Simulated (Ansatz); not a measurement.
**C2H4BFOS: small, medium and large basis sets**

How large a basis does C2H4BFOS need? Two functionals are run in growing sets.

The runs use Ansatz 0.2.0, Gaussian basis; one geometry, several basis sets.

Levels to be run: PBE0-D4/def2-SVP; ωB97M-V/def2-SVP; PBE0-D4/def2-QZVPP; ωB97M-V/def2-QZVPP; the functionals' def2-TZVPP values are taken from earlier runs.

## Step 1: Structure used throughout

The geometry comes from an earlier relaxation with PBE0-D4 in a triple-zeta def2 set; it is a stationary point, not always the lowest conformer.

SMILES `CC1(S)OB1F`, 10 atoms, charge 0, spin multiplicity 1.

Atoms are counted from 1 here; the program's logs count them from 0.

Bond lengths: C1–C2 1.499 Å, C1–H7 1.092 Å, C1–H8 1.090 Å, C1–H9 1.094 Å, C2–S3 1.767 Å, C2–O4 1.583 Å, C2–B5 1.507 Å, S3–H10 1.342 Å, O4–B5 1.319 Å, B5–F6 1.308 Å. Angles: C2–C1–H7 109.6°, C2–C1–H8 110.6°, C2–C1–H9 111.1°, H7–C1–H8 108.7°, H7–C1–H9 108.2°, H8–C1–H9 108.5°, C1–C2–S3 111.8°, C1–C2–O4 111.7°, C1–C2–B5 124.8°, S3–C2–O4 114.4°, S3–C2–B5 123.1°, O4–C2–B5 50.5°, C2–S3–H10 98.2°, C2–O4–B5 61.8°, C2–B5–O4 67.8°, C2–B5–F6 154.1°, O4–B5–F6 138.0°.

Coordinates:

```xyz
10
charge 0, multiplicity 1
C    -0.3245   -0.8456   -0.9955
C     0.0960   -0.0262    0.1868
S     1.0936   -0.9570    1.3102
O    -1.1367    0.7060    0.8580
B    -0.1714    1.4477    0.3497
F     0.1262    2.7168    0.2424
H     0.5399   -1.0368   -1.6345
H    -1.0806   -0.3189   -1.5777
H    -0.7367   -1.8089   -0.6812
H     1.6772    0.0718    1.9449
```

## Step 2: PBE0-D4 in def2-SVP

in.yaml reads:

```yaml
crystal:
  periodic: [false, false, false]
  atoms:
    - {symbol: C, position_ang: [-0.324460, -0.845595, -0.995512]}
    - {symbol: C, position_ang: [0.095955, -0.026214, 0.186794]}
    - {symbol: S, position_ang: [1.093559, -0.956982, 1.310243]}
    - {symbol: O, position_ang: [-1.136716, 0.706041, 0.857993]}
    - {symbol: B, position_ang: [-0.171356, 1.447667, 0.349745]}
    - {symbol: F, position_ang: [0.126231, 2.716773, 0.242399]}
    - {symbol: H, position_ang: [0.539905, -1.036823, -1.634481]}
    - {symbol: H, position_ang: [-1.080554, -0.318864, -1.577717]}
    - {symbol: H, position_ang: [-0.736695, -1.808921, -0.681197]}
    - {symbol: H, position_ang: [1.677232, 0.071818, 1.944933]}
basis:
  gaussian: {orbitals: def2-SVP}
hamiltonian: {xc: pbe0, dispersion: d4}
output: {orbitals: {seedname: orbitals}}
```

The runs that follow: ωB97M-V in def2-SVP; PBE0-D4 in def2-QZVPP; ωB97M-V in def2-QZVPP.

**Question.** What will the summary of the whole plan be? Wanted: PBE0-D4: double and triple zeta above quadruple; ωB97M-V: double and triple zeta above quadruple.

The runs gave:

```
                                       quantity           value
PBE0-D4: double and triple zeta above quadruple  13.32, 0.74 eV
ωB97M-V: double and triple zeta above quadruple  13.49, 0.70 eV
```

What this shows: For PBE0-D4 the step from double to triple zeta gains 12.58 eV and the next only 0.74 eV. These are total energies; as a rule much of such shifts cancels in differences, which this series doesn't test. The LUMO of ωB97M-V is positive and keeps falling with the basis (2.27 to 1.15 eV): an unbound level that the basis holds in place.
